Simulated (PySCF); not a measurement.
**TaF₃: one geometry, several methods**

Aim: at the PBE0 minimum of singlet TaF₃, found before, compare methods on energies and levels.

Method: several methods, basis Ta def2-TZVP with ECP60, F def2-TZVP, scalar-relativistic core potentials, no spin–orbit coupling, density fitting; program: PySCF 2.14.0.

### Step 1. The system as given

4 atoms, charge 0, spin multiplicity 1.

Bond lengths: Ta1–F2 1.836 Å, Ta1–F3 1.836 Å, Ta1–F4 1.836 Å. Angles: F2–Ta1–F3 120.0°, F2–Ta1–F4 120.0°, F3–Ta1–F4 120.0°.

Z-matrix (Å, degrees; charge 0 multiplicity 1):
```
Ta
F  1 1.8365
F  1 1.8365 2 120.00
F  1 1.8365 2 120.00 3 180.00
```

### Step 2. PBE0

One driver script runs all steps and calls PySCF; scf.py shows the equivalent input of each level. Each SCF starts from the density of the minimum. The driver also runs the species with one electron less or more at the same geometry (cation multiplicity 2, anion multiplicity 2); their logs are not shown.

Input file scf.py:

```python
from pyscf import gto, scf, dft
mol = gto.M(atom='''
Ta     0.000000     0.000000     0.000000
F      1.836458    -0.000020    -0.000000
F     -0.918211     1.590429    -0.000000
F     -0.918247    -1.590409     0.000000''',
    basis={'Ta': 'def2-TZVP', 'F': 'def2-TZVP'},
    ecp={'Ta': 'def2-TZVP'},
    charge=0, spin=0)
mf = dft.RKS(mol, xc='PBE0')
mf.grids.atom_grid = (99, 590)
aux = {'Ta': 'def2-universal-JKFIT', 'F': 'def2-universal-JKFIT'}
mf = mf.density_fit(auxbasis=aux)
mf.kernel()
```

### Step 3. HF

scf.py, as its differences from that of step 2:

```diff
@@ -10,2 +10 @@
-mf = dft.RKS(mol, xc='PBE0')
-mf.grids.atom_grid = (99, 590)
+mf = scf.RHF(mol)
```

### Step 4. MP2

scf.py, as its differences from that of step 3:

```diff
@@ -13,0 +14,2 @@
+from pyscf.mp import dfmp2
+dfmp2.DFMP2(mf, frozen=3).kernel()  # the driver gives MP2 a fitting basis of its own (RI)
```

### Step 5. PBE

scf.py, as its differences from that of step 4:

```diff
@@ -10 +10,2 @@
-mf = scf.RHF(mol)
+mf = dft.RKS(mol, xc='PBE')
+mf.grids.atom_grid = (99, 590)
@@ -14,2 +14,0 @@
-from pyscf.mp import dfmp2
-dfmp2.DFMP2(mf, frozen=3).kernel()  # the driver gives MP2 a fitting basis of its own (RI)
```

### Step 6. r2SCAN

scf.py, as its differences from that of step 5:

```diff
@@ -10 +10 @@
-mf = dft.RKS(mol, xc='PBE')
+mf = dft.RKS(mol, xc='R2SCAN')
```

### Step 7. B3LYP

scf.py, as its differences from that of step 6:

```diff
@@ -10 +10 @@
-mf = dft.RKS(mol, xc='R2SCAN')
+mf = dft.RKS(mol, xc='B3LYP')
```

### Step 8. TPSSh

scf.py, as its differences from that of step 7:

```diff
@@ -10 +10 @@
-mf = dft.RKS(mol, xc='B3LYP')
+mf = dft.RKS(mol, xc='TPSSH')
```

### Step 9. LDA

scf.py, as its differences from that of step 8:

```diff
@@ -10 +10 @@
-mf = dft.RKS(mol, xc='TPSSH')
+mf = dft.RKS(mol, xc='LDA,VWN')
```

(Steps that only read results are left out.)

What does the calculation give? Wanted: atomisation energy, range; vertical ionisation energy, range; vertical electron affinity, range; gap, range.

As calculated:

| quantity | value |
| --- | --- |
| atomisation energy, range | 1285 (HF) to 2205 (LDA) kJ/mol |
| vertical ionisation energy, range | 7.36 (HF) to 8.31 (LDA) eV |
| vertical electron affinity, range | -0.43 (HF) to 0.33 (LDA) eV |
| gap, range | 1.30 (LDA) to 10.77 (HF) eV |

What this shows: The atomisation energy spreads over 920 kJ/mol, from HF to LDA; without a CCSD(T) value for it there is no yardstick here. Without diffuse functions electron affinities tend to come out too low. The closed shell proved unstable towards spin polarisation, so a lower open-shell solution exists. Spin–orbit coupling, left out here, can matter for elements this heavy.
